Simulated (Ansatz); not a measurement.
# C2HCl2Ga: small, medium and large basis sets

An exercise on one series of results from a longer session: the logs are not shown, and one member is left open.

Computed with Ansatz 0.2.0, Gaussian basis. Level: one geometry, several basis sets.

Levels to be run: PBE0-D4/def2-SVP; ωB97M-V/def2-SVP; PBE0-D4/def2-QZVPP; ωB97M-V/def2-QZVPP; the functionals' def2-TZVPP values are taken from earlier runs.

## The relaxed structure

An earlier PBE0-D4 in a triple-zeta def2 set relaxation fixed the geometry.

SMILES `C#[C][Ga]([Cl])[Cl]`, 6 atoms, charge 0, spin multiplicity 1.

Atoms are counted from 1 here; the program's logs count them from 0.

Bond lengths: C1–C2 1.206 Å, C1–H6 1.067 Å, C2–Ga3 1.886 Å, Ga3–Cl4 2.119 Å, Ga3–Cl5 2.119 Å. Angles: C2–C1–H6 180.0°, C1–C2–Ga3 179.9°, C2–Ga3–Cl4 121.7°, C2–Ga3–Cl5 121.7°, Cl4–Ga3–Cl5 116.7°.

Geometry (Å):

```xyz
6
charge 0, multiplicity 1
C     0.87512    0.29827    1.70537
C     0.33148    0.11142    0.64505
Ga   -0.51956   -0.17755   -1.01250
Cl   -2.04878   -1.62643   -1.24075
Cl    0.00539    0.93110   -2.74022
H     1.35634    0.46319    2.64306
```

The first run:

Input file in.yaml:

```yaml
crystal:
  periodic: [false, false, false]
  atoms:
    - {symbol: C, position_ang: [0.875116, 0.298272, 1.705372]}
    - {symbol: C, position_ang: [0.331481, 0.111424, 0.645053]}
    - {symbol: Ga, position_ang: [-0.519562, -0.177552, -1.012499]}
    - {symbol: Cl, position_ang: [-2.048784, -1.626426, -1.240753]}
    - {symbol: Cl, position_ang: [0.005394, 0.931097, -2.740224]}
    - {symbol: H, position_ang: [1.356335, 0.463185, 2.643061]}
basis:
  gaussian: {orbitals: def2-SVP}
hamiltonian: {xc: pbe0, dispersion: d4}
output: {orbitals: {seedname: orbitals}}
```

Started as:

```
$ ansatz run in.yaml --threads 4 --pin off --events-out ev --progress --plain --max-ram 10444MiB
```

Steps of the session up to this table: PBE0-D4 in def2-SVP; ωB97M-V in def2-SVP; PBE0-D4 in def2-QZVPP; ωB97M-V in def2-QZVPP.

One of the session's tables, all rows but one given; the rest of the session is left out.

It belongs to the step «Density functionals: the series». 

| functional | basis | HOMO (eV) | LUMO (eV) |
| --- | --- | --- | --- |
| PBE0-D4 | def2-SVP | -8.78 | -1.84 |
| PBE0-D4 | def2-TZVPP | -8.85 | -1.96 |
| PBE0-D4 | def2-QZVPP | -8.87 | -1.99 |
| ωB97M-V | def2-SVP | -11.01 | 0.06 |
| ωB97M-V | def2-TZVPP | ? | ? |
| ωB97M-V | def2-QZVPP | -11.14 | -0.18 |

Estimate the missing values for ωB97M-V, def2-TZVPP.

As computed: HOMO (eV): -11.11; LUMO (eV): -0.11. In the column «HOMO (eV)» it lies between ωB97M-V, def2-QZVPP (-11.14) and ωB97M-V, def2-SVP (-11.01).
